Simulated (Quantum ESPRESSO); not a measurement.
PtSe:

```xyz
2
Lattice="3.7019 0.0000 0.0000 -1.8509 3.2059 0.0000 0.0000 0.0000 3.6128" Properties=species:S:1:pos:R:3 pbc="T T T"
Pt    0.0000    0.0000    0.0000
Se    1.8509    1.0686    1.8064
```

The cell comes from a database or a generator and needn't be the stable form of this composition.

* Program: Quantum ESPRESSO 7.5
* Task: single point
* Functional: PBE
* Potentials or basis: SSSP 1.3 efficiency PBE
* Cutoff: 748 eV
* Density cutoff: 5987 eV
* k mesh: 8 × 8 × 7
* Occupations: fermi-dirac, width 0.05 eV
* Spin: no spin polarisation

On this cell: pressure -11.7 GPa; largest force under 0.003 eV/Å; band gap on the k mesh none (metal or under the smearing width).

The same run follows on a disturbed copy (atoms moved at random, drawn with an rms of 0.05 Å):

```
Pt Se
1.0
     3.70187    0.00000    0.00000
    -1.85094    3.20591    0.00000
     0.00000    0.00000    3.61284
Pt Se
1 1
Direct
  0.00909 0.00352 0.98536
  0.65028 0.32912 0.50583
```

Question: What does the disturbed cell give?

Answer: The energy (extrapolated to zero smearing) moves by -8.5 meV/atom; pressure -11.4 GPa; largest force 0.266 eV/Å; band gap on the k mesh none (metal or under the smearing width).

Forces in eV/Å, atoms in the order of the input:
```
Pt   0.202  0.081 -0.154
Se  -0.202 -0.081  0.154
```

Stress tensor (GPa, compression positive):
```
-10.08  -1.06  -0.29
 -1.06  -9.55  -0.13
 -0.29  -0.13 -14.70
```

The energy falls, though the first cell shows no forces: that form is unstable against this distortion, unless noise or another electronic state is at work.
